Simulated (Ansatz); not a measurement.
# MoS2: the cost of one run

Method: DFT HSE06, scalar-relativistic, plane waves, PAW, in Ansatz 0.2.0.

### 1 The structure to begin with

The structure is hexagonal, space group P6_3/mmc (No. 194). Conventional cell: a = 3.160 Å, b = 3.160 Å, c = 12.294 Å, α = 90.00°, β = 90.00°, γ = 120.00°. Around Mo (site symmetry -6m2) lie 6 S at 2.42 Å. Around S (site symmetry 3m) lie 3 Mo at 2.42 Å.

Coordinates:

```xyz
6
Lattice="3.1600 0.0000 0.0000 -1.5800 2.7366 0.0000 0.0000 0.0000 12.2940" Properties=species:S:1:pos:R:3 pbc="T T T"
Mo    0.0000    1.8244    3.0735
Mo    1.5800    0.9122    9.2205
S     0.0000    1.8244    7.6346
S     1.5800    0.9122    4.6594
S     1.5800    0.9122    1.4876
S     0.0000    1.8244   10.8064
```

### 2 Single point: MoS2, no spin

input.yaml reads:

```yaml
crystal:
  lattice:
    - [3.16, 0.0, 0.0]
    - [-1.58, 2.73664028, 0.0]
    - [0.0, 0.0, 12.294]
  atoms:
    - { symbol: Mo, position: [0.33333333, 0.66666667, 0.25] }
    - { symbol: Mo, position: [0.66666667, 0.33333333, 0.75] }
    - { symbol: S, position: [0.33333333, 0.66666667, 0.621] }
    - { symbol: S, position: [0.66666667, 0.33333333, 0.379] }
    - { symbol: S, position: [0.66666667, 0.33333333, 0.121] }
    - { symbol: S, position: [0.33333333, 0.66666667, 0.879] }
scf:
  occupations: { method: gaussian, width: 0.03 }
output:
  eigenstates:
    kpoints:
      - [0.08333, -0.41667, -0.25]
      - [0.08333, -0.41667, 0.25]
      - [0.08333, -0.25, -0.25]
      - [0.08333, -0.25, 0.25]
      - [0.08333, -0.08333, -0.25]
      - [0.08333, -0.08333, 0.25]
      - [0.08333, 0.08333, -0.25]
      - [0.08333, 0.08333, 0.25]
      - [0.08333, 0.25, -0.25]
      - [0.08333, 0.25, 0.25]
      - [0.08333, 0.41667, -0.25]
      - [0.08333, 0.41667, 0.25]
      - [0.25, -0.41667, -0.25]
      - [0.25, -0.41667, 0.25]
      - [0.25, -0.25, -0.25]
      - [0.25, -0.25, 0.25]
      - [0.25, -0.08333, -0.25]
      - [0.25, -0.08333, 0.25]
      - [0.25, 0.08333, -0.25]
      - [0.25, 0.08333, 0.25]
      - [0.25, 0.25, -0.25]
      - [0.25, 0.25, 0.25]
      - [0.25, 0.41667, -0.25]
      - [0.25, 0.41667, 0.25]
      - [0.41667, -0.41667, -0.25]
      - [0.41667, -0.41667, 0.25]
      - [0.41667, -0.25, -0.25]
      - [0.41667, -0.25, 0.25]
      - [0.41667, -0.08333, -0.25]
      - [0.41667, -0.08333, 0.25]
      - [0.41667, 0.08333, -0.25]
      - [0.41667, 0.08333, 0.25]
      - [0.41667, 0.25, -0.25]
      - [0.41667, 0.25, 0.25]
      - [0.41667, 0.41667, -0.25]
      - [0.41667, 0.41667, 0.25]
hamiltonian:
  xc: hse06
kpoints:
  mp_grid: { grid: [6, 6, 2] }
```

Run with:

```bash
$ ansatz run input.yaml --threads 8 --pin off --max-ram 20480MiB --backend cpu --events-out ev --progress --plain --runs-dir out
```

Q: Estimate wall time and peak memory on 8 threads of Arm Neoverse N1, shared host.

About 3.6 min, with a peak of 2 GiB.
